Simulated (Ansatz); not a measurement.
# GeH₇NOSi: up Jacob's ladder to CCSD(T)

The task here is to estimate one member of a computed series from the others.

Method: functionals in def2-TZVPP, the program's frozen cores in correlated methods; program: Ansatz 0.2.0, Gaussian basis.

Levels to be run: PBE-D4, r2SCAN-D4, PBE0-D4, B3LYP-D4, ωB97X-V, ωB97M-V, B2PLYP; CCSD(T)/def2-TZVPP; MP2/def2-QZVPP; extrapolation to the limit.

### The relaxed structure

An earlier PBE0-D4 in a triple-zeta def2 set relaxation fixed the geometry.

SMILES `O[SiH2][NH][GeH3]`, 11 atoms, charge 0, spin multiplicity 1.

Atoms are counted from 1 here; the program's logs count them from 0.

Bond lengths: O1–Si2 1.648 Å, O1–H5 0.958 Å, Si2–N3 1.711 Å, Si2–H6 1.489 Å, Si2–H7 1.480 Å, N3–Ge4 1.841 Å, N3–H8 1.008 Å, Ge4–H9 1.534 Å, Ge4–H10 1.539 Å, Ge4–H11 1.541 Å. Angles: Si2–O1–H5 117.5°, O1–Si2–N3 114.9°, O1–Si2–H6 110.8°, O1–Si2–H7 102.6°, N3–Si2–H6 105.9°, N3–Si2–H7 110.5°, H6–Si2–H7 112.4°, Si2–N3–Ge4 127.0°, Si2–N3–H8 117.3°, Ge4–N3–H8 115.5°, N3–Ge4–H9 106.2°, N3–Ge4–H10 109.2°, N3–Ge4–H11 111.0°, H9–Ge4–H10 111.2°, H9–Ge4–H11 110.2°, H10–Ge4–H11 109.0°.

The first run:

in.yaml

```yaml
crystal:
  periodic: [false, false, false]
  atoms:
    - {symbol: O, position_ang: [-1.857599, 1.242242, -0.527962]}
    - {symbol: Si, position_ang: [-0.803471, 0.935401, 0.701607]}
    - {symbol: N, position_ang: [0.080298, -0.521218, 0.546012]}
    - {symbol: Ge, position_ang: [1.375608, -0.903507, -0.705051]}
    - {symbol: H, position_ang: [-2.557966, 0.605906, -0.678836]}
    - {symbol: H, position_ang: [-1.522519, 0.839261, 2.001545]}
    - {symbol: H, position_ang: [0.105151, 2.102354, 0.645770]}
    - {symbol: H, position_ang: [-0.178437, -1.285617, 1.150644]}
    - {symbol: H, position_ang: [1.766189, 0.436941, -1.340299]}
    - {symbol: H, position_ang: [2.579460, -1.557630, -0.004268]}
    - {symbol: H, position_ang: [0.838585, -1.867134, -1.781061]}
basis:
  gaussian: {orbitals: def2-TZVPP}
hamiltonian: {xc: pbe, dispersion: d4}
output: {forces: true, orbitals: {seedname: orbitals}}
```

Launch:

```bash
$ ansatz run in.yaml --threads 4 --pin off --events-out ev --progress --plain --max-ram 10444MiB
```

Steps of the session up to this table: PBE-D4 (GGA); r2SCAN-D4 (meta-GGA); PBE0-D4 (hybrid); B3LYP-D4 (hybrid); ωB97X-V (range-separated); ωB97M-V (range-separated); B2PLYP (double hybrid); CCSD(T) in def2-TZVPP; MP2 in def2-QZVPP.

One of the session's tables, all rows but one given; the rest of the session is left out.

| method | atomisation energy (kcal/mol) |
| --- | --- |
| PBE-D4 | 843.9 |
| r2SCAN-D4 | 842.6 |
| PBE0-D4 | ? |
| B3LYP-D4 | 844.0 |
| ωB97X-V | 852.2 |
| ωB97M-V | 846.4 |
| B2PLYP | 835.7 |
| HF/def2-TZVPP | 601.4 |
| MP2/def2-TZVPP | 832.2 |
| CCSD/def2-TZVPP | 817.3 |
| CCSD(T)/def2-TZVPP | 827.9 |
| MP2/CBS | 855.7 |
| CCSD(T)/CBS | 851.4 |

Estimate the missing values for PBE0-D4.

The run gave: atomisation energy (kcal/mol): 832.8. In the column «atomisation energy (kcal/mol)» it lies between MP2/def2-TZVPP (832.2) and B2PLYP (835.7).
